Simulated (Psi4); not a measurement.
# SiCNClF2 (SMILES N#C[Si](F)(F)Cl) at M06-L/cc-pVDZ

Aim: the energy change on altering one bond length of SiCNClF2 at M06-L/cc-pVDZ, from 2 runs. 

Program for the calculation: Psi4 1.11.

11 further runs of the same task are left out: 10 that didn't finish, 1 set aside as unsound or not needed.

## (1) Starting point

SiCNClF2: 6 atoms, total charge 0, spin state singlet. SMILES: `N#C[Si](F)(F)Cl`. The shape is that of a PBE0-D4/def2-TZVP optimisation.

Bond lengths: N1–C2 1.150 Å, C2–Si3 1.827 Å, Si3–F4 1.567 Å, Si3–F5 1.567 Å, Si3–Cl6 1.998 Å. Angles: N1–C2–Si3 179.1°, C2–Si3–F4 108.2°, C2–Si3–F5 108.2°, C2–Si3–Cl6 110.3°, F4–Si3–F5 108.8°, F4–Si3–Cl6 110.6°, F5–Si3–Cl6 110.6°.

## (2) Energy and forces at M06-L/cc-pVDZ

Contents of job.in:

```
memory 2.2 GB

molecule mol {
  0 1
  N      1.925400    -1.092200     1.077400
  C      1.030100    -0.609300     0.540000
  Si    -0.394400     0.176700    -0.290300
  F     -1.487900    -0.920300    -0.527700
  F      0.087600     0.719200    -1.679000
  Cl    -1.118900     1.661900     0.833400
  symmetry c1
}

set basis cc-pVDZ
set puream true
set e_convergence 1e-09
set d_convergence 1e-08
set scf_type pk
set dft_radial_points 99
set dft_spherical_points 590

E, wfn = gradient("m06-l", return_wfn=True)
print_variables()
```

Run with:

```
$ psi4 -n 1 job.in job.out
```

job.out:

```text
[...]
  Running in c1 symmetry.
[...]
  Nuclear repulsion =  351.977762816507550
[...]
  Multiplicity = 1
[...]
  Nalpha       = 31
  Nbeta        = 31
[...]
    Number of basis functions: 92
[...]
   @RKS iter   1: -1042.18274521024614   -2.95467e-01   7.06995e-03 ADIIS/DIIS
[...]
   @RKS iter  14: -1042.36391409497992   -2.27374e-13   1.74546e-09 DIIS
[...]
    Orbital Energies [Eh]
    ---------------------
    Doubly Occupied:
       1A   -101.236051     2A    -66.015153     3A    -24.554912
       4A    -24.554874     5A    -14.226826     6A    -10.113952
       7A     -9.460455     8A     -7.165971     9A     -7.158600
      10A     -7.158549    11A     -5.412275    12A     -3.723038
      13A     -3.722236    14A     -3.720106    15A     -1.242843
      16A     -1.224944    17A     -0.900940    18A     -0.854566
      19A     -0.609193    20A     -0.522181    21A     -0.501328
      22A     -0.481398    23A     -0.442519    24A     -0.435283
      25A     -0.423069    26A     -0.414895    27A     -0.368243
      28A     -0.358129    29A     -0.350629    30A     -0.350268
      31A     -0.343418
[...]
  @RKS Final Energy: -1042.36391409497992
   => Energetics <=
    Nuclear Repulsion Energy =            351.9777628165075498
    One-Electron Energy =               -2140.1117423987807342
    Two-Electron Energy =                 828.3273859926520117
    DFT Exchange-Correlation Energy =     -82.5573205053586037
    Empirical Dispersion Energy =           0.0000000000000000
    VV10 Nonlocal Energy =                  0.0000000000000000
    Total Energy =                      -1042.3639140949799184
[...]
 Multipole Moments:
 ------------------------------------------------------------------------------------
     Multipole            Electronic (a.u.)      Nuclear  (a.u.)        Total (a.u.)
 ------------------------------------------------------------------------------------
 L = 1.  Multiply by 2.5417464519 to convert [e a0] to [Debye]
 Dipole X            :         -2.0741735            1.5101730           -0.5640005
 Dipole Y            :          0.9603385           -0.5214814            0.4388571
 Dipole Z            :         -1.4713176            1.3238881           -0.1474295
 Magnitude           :                                                    0.7296763
[...]
  -Total Gradient:
     Atom            X                  Y                   Z
    ------   -----------------  -----------------  -----------------
       1       -0.031984763859     0.017330308107    -0.019092304983
       2        0.027789580300    -0.015231924868     0.016351760725
       3       -0.017627199983    -0.006971884027    -0.034266885780
       4        0.029503351247     0.028971722046     0.006120030341
       5       -0.012704096244    -0.014950708369     0.037029949297
       6        0.004549490512    -0.008999888155    -0.006584507066
[...]
```

Wall time 54 s (1 thread of Intel Xeon 6975P-C (Granite Rapids), shared host); peak memory 1.3 GiB.

## (3) The distorted shape: the energy at M06-L/cc-pVDZ

Contents of cclf2nsi.py:

```python
import psi4

psi4.set_memory('2200 MB')
psi4.set_num_threads(1)
psi4.set_output_file('psi4.out', False)

mol = psi4.geometry("""
0 1
N      1.539796    -1.526205     2.188372
C      0.644496    -1.043305     1.650972
Si    -0.780004    -0.257305     0.820672
F     -1.873504    -1.354305     0.583272
F      0.087600     0.719200    -1.679000
Cl    -1.504504     1.227895     1.944372
symmetry c1
no_reorient
no_com
""")

options = {'basis': 'cc-pVDZ', 'puream': True, 'e_convergence': 1e-09, 'd_convergence': 1e-08, 'scf_type': 'pk', 'dft_radial_points': 99, 'dft_spherical_points': 590}
psi4.set_options(options)

e_tot = psi4.energy('m06-l')
print(f'm06-l energy: {e_tot:.10f} Eh')
```

Run with:

```
$ python cclf2nsi.py
```

psi4.out:

```text
[...]
  Running in c1 symmetry.
[...]
  Nuclear repulsion =  316.171380276584557
[...]
  Multiplicity = 1
[...]
  Nalpha       = 31
  Nbeta        = 31
[...]
    Number of basis functions: 92
[...]
   @RKS iter   1: -1041.85392972456089   -3.61706e-01   8.79445e-03 DIIS/ADIIS
[...]
   @RKS iter  19: -1042.18263005685321   -2.27374e-13   5.33327e-09 DIIS
[...]
    Orbital Energies [Eh]
    ---------------------
    Doubly Occupied:
       1A   -101.273783     2A    -66.051262     3A    -24.593638
       4A    -24.429348     5A    -14.257701     6A    -10.146630
       7A     -9.497370     8A     -7.203354     9A     -7.195665
      10A     -7.195083    11A     -5.444833    12A     -3.755613
      13A     -3.755308    14A     -3.752794    15A     -1.268860
      16A     -1.015748    17A     -0.929794    18A     -0.887982
      19A     -0.634429    20A     -0.541458    21A     -0.501175
      22A     -0.481854    23A     -0.455481    24A     -0.401585
      25A     -0.393045    26A     -0.382659    27A     -0.378644
      28A     -0.372254    29A     -0.295193    30A     -0.259761
      31A     -0.259647
[...]
  @RKS Final Energy: -1042.18263005685321
   => Energetics <=
    Nuclear Repulsion Energy =            316.1713802765845571
    One-Electron Energy =               -2068.3200800358499691
    Two-Electron Energy =                 792.3175224548886035
    DFT Exchange-Correlation Energy =     -82.3514527524765754
    Empirical Dispersion Energy =           0.0000000000000000
    VV10 Nonlocal Energy =                  0.0000000000000000
    Total Energy =                      -1042.1826300568532133
[...]
 Multipole Moments:
 ------------------------------------------------------------------------------------
     Multipole            Electronic (a.u.)      Nuclear  (a.u.)        Total (a.u.)
 ------------------------------------------------------------------------------------
 L = 1.  Multiply by 2.5417464519 to convert [e a0] to [Debye]
 Dipole X            :         70.7303813          -71.6663742           -0.9359929
 Dipole Y            :         10.1518366          -10.1804554           -0.0286188
 Dipole Z            :       -111.8936821          113.2070973            1.3134153
 Magnitude           :                                                    1.6130596
[...]
```

On the terminal:

```text
m06-l energy: -1042.1826300569 Eh
```

Wall time 33 s (1 thread of Intel Xeon 6975P-C (Granite Rapids), shared host); peak memory 1.2 GiB.

## (4) What came out

Level: M06-L/cc-pVDZ.

```
                                                          quantity           value
                                         first shape: total energy  -1042.36391 Eh
                                        first shape: dipole moment          1.85 D
                                          first shape: HOMO energy        -9.34 eV
                                          first shape: LUMO energy        -1.95 eV
                                        first shape: HOMO–LUMO gap         7.40 eV
                             first shape: largest force on an atom      2.155 eV/Å
                                     distorted shape: total energy  -1042.18263 Eh
                                    distorted shape: dipole moment          4.10 D
                                      distorted shape: HOMO energy        -7.07 eV
                                      distorted shape: LUMO energy        -5.57 eV
                                    distorted shape: HOMO–LUMO gap         1.49 eV
energy change with the Si3–F5 bond stretched from 1.567 to 2.820 Å        4.933 eV
```

What this shows: One bond (distorted shape) is far stretched, which a spin-restricted single reference describes badly; a broken-symmetry solution may lie lower. With the Si3–F5 bond stretched from 1.567 to 2.820 Å the energy rises by 4.93 eV (114 kcal/mol). The first shape isn't relaxed at this level, so the change isn't measured from a minimum. A restricted reference can't describe the breaking bond well at this length. The largest force (first shape) is 2.15 eV/Å: the shape isn't a stationary point for this species at this level.
